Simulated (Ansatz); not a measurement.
# GeHBr+ (quartet): from Hartree-Fock to the top rungs, cc-pVTZ

An exercise on one series of results from a longer session: the logs are not shown, and one member is left open.

Computed with Ansatz 0.2.0, Gaussian basis. Level: cc-pVTZ, core rule «outside noble gas», up to 28 orbitals frozen.

Plan: UHF; CCSD(T) on ROHF; CCSD(T) on UHF; BCCD(T) on ROHF; CCSDT(Q) on ROHF; CCSDT(Q) on UHF.

8 further runs of the same task are left out: 2 for a known fault of the program, 6 set aside as unsound or not needed.

## What is computed

The geometry is a PBE0/def2-TZVP stationary point (not a proven minimum) of the parent state, kept for this charge and spin. No spin-orbit coupling is included. The filled d shell of Ge, Br may be among the frozen orbitals whatever the setting's name suggests; the logs give the count.

3 atoms, charge 1, spin multiplicity 4.

Atoms are counted from 1 here; the program's logs count them from 0.

Bond lengths: Ge1–Br2 2.300 Å, Ge1–H3 1.556 Å. Angles: Br2–Ge1–H3 115.8°.

Coordinates:

```csv
atom,x (Å),y (Å),z (Å)
Ge1,0.00000,-0.48226,0.52708
Br2,0.00000,-0.41605,-1.77180
H3,0.00000,0.89831,1.24472
```

The first run:

in.yaml reads:

```yaml
crystal:
  periodic: [false, false, false]
  atoms:
    - {symbol: Ge, position_ang: [0.000000, -0.482260, 0.527082]}
    - {symbol: Br, position_ang: [0.000000, -0.416051, -1.771802]}
    - {symbol: H, position_ang: [0.000000, 0.898312, 1.244719]}
basis:
  gaussian: {orbitals: cc-pVTZ}
total_charge: 1
magnetization: {spin_polarized: true, initial_magnetization: 3}
hamiltonian: {xc: hf}
output: {orbitals: {seedname: orbitals}}
```

Command:

```console
ansatz run in.yaml --threads 1 --pin off --events-out ev --progress --plain --max-ram 4096MiB --backend cpu
```

Steps of the session up to this table: UHF; CCSD(T) on ROHF; CCSD(T) on UHF; BCCD(T) on ROHF; CCSDT(Q) on ROHF; CCSDT(Q) on UHF.

One table of the session follows, with a row left open; its other results are not shown here.

```
   method  from UCCSDT(Q) (kJ/mol)
     ROHF                   +641.2
      UHF                   +620.2
     RMP2                   +110.3
     UMP2                   +110.5
    RCCSD                        ?
    UCCSD                    +24.8
 RCCSD(T)                     +5.7
 UCCSD(T)                     +4.0
  BCCD(T)                     +5.6
   RCCSDT                     +2.5
   UCCSDT                     +0.8
RCCSDT(Q)                     +1.8
UCCSDT(Q)                        0
```

Q: Estimate the row for RCCSD from the others.

As computed: from UCCSDT(Q) (kJ/mol): +27.0. In the column «from UCCSDT(Q) (kJ/mol)» it lies between UCCSD (+24.8) and RMP2 (+110.3).

To keep in mind: Restricted and unrestricted rows rest on different reference determinants; where their highest levels disagree by more than a few hundredths of an eV, they describe different states and don't form one ladder.
